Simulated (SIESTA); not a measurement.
# InSb3 under changes of volume

One of the cells (28.313 Å³/atom); the others are scaled copies at fixed shape and fractional positions:

```
Sb In
1.0
     4.83820    0.00000    0.00000
     0.00000    4.83820    0.00000
     0.00000    0.00000    4.83820
Sb In
3 1
Direct
  0.50000 0.50000 0.00000
  0.00000 0.50000 0.50000
  0.50000 0.00000 0.50000
  0.00000 0.00000 0.00000
```

The cell comes from a database or a generator and needn't be the stable form of this composition.

```yaml
Program: SIESTA 5.4.2
Functional: PBE
Potentials_or_basis: PseudoDojo 0.4 standard (PBE files)
Basis: DZP (energy shift 0.003 Ry; two zetas on semicore shells)
Grid_cutoff: 500 Ry
Energy_shift: 0.003 Ry
k_mesh: 6 × 6 × 6
Occupations: fermi-dirac, width 0.05 eV
Spin: no spin polarisation
```

```csv
volume (Å³/atom),energy over the lowest point (meV/atom),pressure (GPa)
26.093,?,?
26.648,24.22,4.3
27.203,12.35,2.9
28.313,0.31,0.6
28.868,0.00,-0.4
29.424,3.12,-1.3
```

What does the run at 26.093 Å³/atom give?

Energy over the lowest point 41.38 meV/atom; pressure 5.6 GPa.

Worked out: A Birch-Murnaghan fit of order 3 (a polynomial in V^(-2/3)) to the other rows has its minimum at 28.65 Å³/atom with B0 = V·E''(V) = 54 GPa (rough, since the energies scatter). It gives 40.22 meV/atom at 26.093 Å³/atom, against the run's 41.38, and -dE/dV = 5.2 GPa, against 5.6.

Energies are extrapolated to zero smearing.

Caveats: the basis of atomic orbitals isn't converged, which shifts pressures, moduli and gaps.
